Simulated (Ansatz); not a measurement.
# Al2InSb3: the cost of one run

Method: DFT PBE, scalar-relativistic, plane waves, PAW, in Ansatz 0.2.0.

### Step 1. The starting structure

It takes space group P3m1 (No. 156, trigonal). Conventional cell: a = 4.493 Å, b = 4.493 Å, c = 11.027 Å, α = 90.00°, β = 90.00°, γ = 120.00°. Al (site symmetry 3m) has 4 Sb at 2.68 to 2.73 Å in its first shell of neighbours. Al (site symmetry 3m) is surrounded by 4 Sb at 2.70 to 2.73 Å. In (site symmetry 3m) has 4 Sb at 2.81 to 2.86 Å in its first shell of neighbours. Sb (site symmetry 3m) is surrounded by 3 Al at 2.73 Å and 1 In at 2.86 Å. Sb (site symmetry 3m) is surrounded by 1 Al at 2.68 Å and 3 In at 2.81 Å. Sb (site symmetry 3m) is surrounded by 4 Al at 2.70 to 2.73 Å.

As a file:

```
Al In Sb
1.0
     4.49333    0.00000    0.00000
    -2.24666    3.89133    0.00000
     0.00000    0.00000   11.02718
Al In Sb
2 1 3
Cartesian
  0.0000 2.5942 4.5332
  2.2467 1.2971 0.9729
  0.0000 0.0000 8.2887
  0.0000 0.0000 0.1228
  0.0000 2.5942 7.2178
  2.2467 1.2971 3.6757
```

The cell was relaxed beforehand at this level, from a generated guess; it is a trial structure. At a tolerance of 0.02 Å it has space group P3m1 (No. 156); it has 32.14 Å³/atom, an uncorrected energy of -0.14 eV/atom over the elements and, on its mesh, gap 0.44 eV.

### Step 2. Point at V/V0 = 0.97

input.yaml

```yaml
crystal:
  lattice:
    - [4.4479361557, 0.0, 0.0]
    - [-2.2239680778, 3.8520257052, 0.0]
    - [0.0, 0.0, 10.9157911821]
  atoms:
    - { symbol: Al, position: [0.3333333333, 0.6666666667, 0.411093] }
    - { symbol: Al, position: [0.6666666667, 0.3333333333, 0.088231] }
    - { symbol: In, position: [0.0, 0.0, 0.751665] }
    - { symbol: Sb, position: [0.0, 0.0, 0.011134] }
    - { symbol: Sb, position: [0.3333333333, 0.6666666667, 0.654542] }
    - { symbol: Sb, position: [0.6666666667, 0.3333333333, 0.333335] }
basis:
  ecutwfc: 420
kpoints:
  mp_grid: { grid: [12, 12, 4] }
hamiltonian:
  xc: pbe
scf:
  occupations: { method: gaussian, width: 0.02 }
output:
  forces: true
  stress: true
  eigenvalues: true
relax:
  adjacent_minimum: "off"
  f_tol: 0.01
  max_steps: 30
  cell: { stress_tol: 0.1, fix: [volume] }
```

Started as:

```
$ ansatz run input.yaml --threads 4 --pin off --max-ram 8192MiB --backend cpu --events-out ev --progress --plain --runs-dir out
```

What time and memory should one allow on 4 threads of Arm Neoverse V2, shared host?

About 50 s, with a peak of 0.75 GiB.
